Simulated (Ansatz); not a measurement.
# Molecular dynamics of CsHS

Input file:

```yaml
crystal:
  lattice:
    - [8.476121, 0.0, 0.0]
    - [0.0, 8.476121, 0.0]
    - [0.0, 0.0, 9.346146]
  atoms:
    - { symbol: Cs, position: [0.5, 0.0, 0.25] }
    - { symbol: Cs, position: [0.0, 0.0, 0.2672089] }
    - { symbol: Cs, position: [0.0, 0.0, 0.7327911] }
    - { symbol: Cs, position: [0.0, 0.5, 0.25] }
    - { symbol: H, position: [0.2418384, 0.0860789, 0.0] }
    - { symbol: H, position: [0.4139211, 0.7418384, 0.5] }
    - { symbol: H, position: [0.0860789, 0.7581616, 0.0] }
    - { symbol: H, position: [0.2581616, 0.4139211, 0.5] }
    - { symbol: S, position: [0.7513229, 0.2418013, 0.0] }
    - { symbol: S, position: [0.2418013, 0.2486771, 0.0] }
    - { symbol: S, position: [0.2581987, 0.2513229, 0.5] }
    - { symbol: S, position: [0.7486771, 0.2581987, 0.5] }
    - { symbol: Cs, position: [0.0, 0.5, 0.75] }
    - { symbol: Cs, position: [0.5, 0.5, 0.7672089] }
    - { symbol: Cs, position: [0.5, 0.5, 0.2327911] }
    - { symbol: Cs, position: [0.5, 0.0, 0.75] }
    - { symbol: H, position: [0.7418384, 0.5860789, 0.5] }
    - { symbol: H, position: [0.9139211, 0.2418384, 0.0] }
    - { symbol: H, position: [0.586079, 0.2581616, 0.5] }
    - { symbol: H, position: [0.7581616, 0.9139211, 0.0] }
    - { symbol: S, position: [0.2513229, 0.7418013, 0.5] }
    - { symbol: S, position: [0.7418013, 0.7486771, 0.5] }
    - { symbol: S, position: [0.7581987, 0.7513229, 0.0] }
    - { symbol: S, position: [0.2486771, 0.7581987, 0.0] }
basis:
  ecutwfc: 420.0
kpoints:
  mp_grid: { grid: [1, 1, 1] }
hamiltonian:
  xc: pbesol
scf:
  occupations: { method: fermi_dirac, width: 0.05 }
  lower_state_search: "off"
md:
  timestep: 0.75
  n_steps: 370
  ensemble: nvt_nose_hoover
  temperature: 700.0
  initial_velocities: maxwell_boltzmann
  seed: 192019
  nose_hoover: { tau: 100.0, chain_length: 1 }
```

Command:

```bash
$ ansatz run input.yaml --threads 1 --pin off --max-ram 3072MiB --backend cpu --events-out ev --progress --plain --runs-dir out
```

It starts from an unrelaxed structure (largest force component 0.50 eV/Å).

Output, in part (step lines):

```
md step     0: t =     0.00 fs  T =   700.0 K  F+E_penalty+E_count = -51908.13025720 eV  E_kin = 2.081086 eV  conserved = -51906.04917122 eV  (8 SCF iters)
md step     1: t =     0.75 fs  T =   695.0 K  F+E_penalty+E_count = -51908.11621711 eV  E_kin = 2.066286 eV  conserved = -51906.04993138 eV  (7 SCF iters)
md step     2: t =     1.50 fs  T =   664.8 K  F+E_penalty+E_count = -51908.02433356 eV  E_kin = 1.976581 eV  conserved = -51906.04775569 eV  (7 SCF iters)
md step     3: t =     2.25 fs  T =   622.6 K  F+E_penalty+E_count = -51907.89370113 eV  E_kin = 1.850956 eV  conserved = -51906.04276224 eV  (7 SCF iters)
md step     4: t =     3.00 fs  T =   593.2 K  F+E_penalty+E_count = -51907.80213874 eV  E_kin = 1.763630 eV  conserved = -51906.03856020 eV  (6 SCF iters)
md step     5: t =     3.75 fs  T =   596.3 K  F+E_penalty+E_count = -51907.81191088 eV  E_kin = 1.772692 eV  conserved = -51906.03933474 eV  (4 SCF iters)
md step     6: t =     4.50 fs  T =   628.1 K  F+E_penalty+E_count = -51907.91133754 eV  E_kin = 1.867202 eV  conserved = -51906.04434624 eV  (4 SCF iters)
md step     7: t =     5.25 fs  T =   664.7 K  F+E_penalty+E_count = -51908.02493502 eV  E_kin = 1.976254 eV  conserved = -51906.04901358 eV  (4 SCF iters)
[... lines left out ...]
md step   370: t =   277.50 fs  T =  1050.2 K  F+E_penalty+E_count = -51906.37225595 eV  E_kin = 3.122182 eV  conserved = -51906.03230379 eV  (7 SCF iters)
```

The steps, from the saved trajectory:

```json
{"time (fs)": "0.0", "T (K)": "700", "potential energy less start (eV)": "0.000", "conserved less start (meV/atom)": "0.00"}
{"time (fs)": "9.0", "T (K)": "557", "potential energy less start (eV)": "0.436", "conserved less start (meV/atom)": "0.35"}
{"time (fs)": "18.0", "T (K)": "534", "potential energy less start (eV)": "0.503", "conserved less start (meV/atom)": "0.14"}
{"time (fs)": "27.0", "T (K)": "586", "potential energy less start (eV)": "0.355", "conserved less start (meV/atom)": "0.00"}
{"time (fs)": "36.0", "T (K)": "552", "potential energy less start (eV)": "0.481", "conserved less start (meV/atom)": "0.34"}
{"time (fs)": "45.0", "T (K)": "606", "potential energy less start (eV)": "0.342", "conserved less start (meV/atom)": "0.18"}
{"time (fs)": "54.0", "T (K)": "533", "potential energy less start (eV)": "0.582", "conserved less start (meV/atom)": "0.12"}
{"time (fs)": "63.0", "T (K)": "429", "potential energy less start (eV)": "0.924", "conserved less start (meV/atom)": "0.29"}
{"time (fs)": "72.0", "T (K)": "471", "potential energy less start (eV)": "0.830", "conserved less start (meV/atom)": "0.16"}
{"time (fs)": "81.0", "T (K)": "473", "potential energy less start (eV)": "0.868", "conserved less start (meV/atom)": "0.23"}
{"time (fs)": "90.0", "T (K)": "495", "potential energy less start (eV)": "0.852", "conserved less start (meV/atom)": "0.15"}
{"time (fs)": "99.0", "T (K)": "505", "potential energy less start (eV)": "0.879", "conserved less start (meV/atom)": "0.05"}
{"time (fs)": "108.0", "T (K)": "467", "potential energy less start (eV)": "1.059", "conserved less start (meV/atom)": "0.22"}
{"time (fs)": "117.0", "T (K)": "492", "potential energy less start (eV)": "1.066", "conserved less start (meV/atom)": "0.35"}
{"time (fs)": "126.0", "T (K)": "599", "potential energy less start (eV)": "0.833", "conserved less start (meV/atom)": "0.21"}
{"time (fs)": "135.0", "T (K)": "614", "potential energy less start (eV)": "0.893", "conserved less start (meV/atom)": "0.18"}
{"time (fs)": "144.0", "T (K)": "549", "potential energy less start (eV)": "1.198", "conserved less start (meV/atom)": "0.47"}
{"time (fs)": "153.0", "T (K)": "655", "potential energy less start (eV)": "0.992", "conserved less start (meV/atom)": "0.26"}
{"time (fs)": "162.0", "T (K)": "680", "potential energy less start (eV)": "1.047", "conserved less start (meV/atom)": "0.27"}
{"time (fs)": "171.0", "T (K)": "597", "potential energy less start (eV)": "1.424", "conserved less start (meV/atom)": "0.45"}
{"time (fs)": "180.0", "T (K)": "627", "potential energy less start (eV)": "1.452", "conserved less start (meV/atom)": "0.33"}
{"time (fs)": "189.0", "T (K)": "638", "potential energy less start (eV)": "1.554", "conserved less start (meV/atom)": "0.42"}
{"time (fs)": "198.0", "T (K)": "706", "potential energy less start (eV)": "1.490", "conserved less start (meV/atom)": "0.29"}
{"time (fs)": "207.0", "T (K)": "739", "potential energy less start (eV)": "1.533", "conserved less start (meV/atom)": "0.27"}
{"time (fs)": "216.0", "T (K)": "749", "potential energy less start (eV)": "1.665", "conserved less start (meV/atom)": "0.53"}
{"time (fs)": "225.0", "T (K)": "927", "potential energy less start (eV)": "1.295", "conserved less start (meV/atom)": "0.13"}
{"time (fs)": "234.0", "T (K)": "929", "potential energy less start (eV)": "1.450", "conserved less start (meV/atom)": "0.06"}
{"time (fs)": "243.0", "T (K)": "805", "potential energy less start (eV)": "1.982", "conserved less start (meV/atom)": "0.58"}
{"time (fs)": "252.0", "T (K)": "977", "potential energy less start (eV)": "1.601", "conserved less start (meV/atom)": "0.05"}
{"time (fs)": "261.0", "T (K)": "1022", "potential energy less start (eV)": "1.603", "conserved less start (meV/atom)": "0.02"}
{"time (fs)": "270.0", "T (K)": "927", "potential energy less start (eV)": "2.025", "conserved less start (meV/atom)": "0.62"}
```

All steps were run. The conserved energy stayed within 0.84 meV per atom of its start (net change 0.7 meV per atom), so the integration is sound. The mean temperature of the second half is 11 % above the set value. A run of 0.28 ps of so small a system gives no equilibrium averages. Limits of this set-up: coarse k mesh.

Mean squared displacements from the first frame to the last, about the centre of mass: Cs 0.60 Å², H 1.04 Å², S 0.97 Å².

Last frame:

```xyz
24
Lattice="8.4761 0.0000 0.0000 0.0000 8.4761 0.0000 0.0000 0.0000 9.3461" Properties=species:S:1:pos:R:3
Cs 4.267 0.157 2.032
Cs -0.340 -0.001 2.153
Cs 0.019 -0.455 5.977
Cs -0.318 4.362 3.016
H 1.574 1.567 0.221
H 3.443 5.999 4.188
H 2.314 6.869 0.408
H 2.488 4.364 4.881
S 6.540 1.419 -0.203
S 2.124 2.440 1.034
S 3.174 3.328 5.097
S 6.560 1.873 4.931
Cs 0.410 4.219 7.627
Cs 4.323 4.662 8.081
Cs 4.422 4.014 2.429
Cs 3.788 -0.170 6.050
H 5.414 4.839 5.216
H 7.780 1.475 -0.716
H 5.626 2.742 5.159
H 6.437 7.122 0.044
S 2.195 6.256 3.612
S 6.224 5.952 4.929
S 6.494 5.891 0.222
S 2.135 7.392 -0.867
```

Time of the run: 13 min on 1 thread of AMD EPYC 7R13 Processor (Zen 3), on a shared host, peak memory 0.66 GiB.
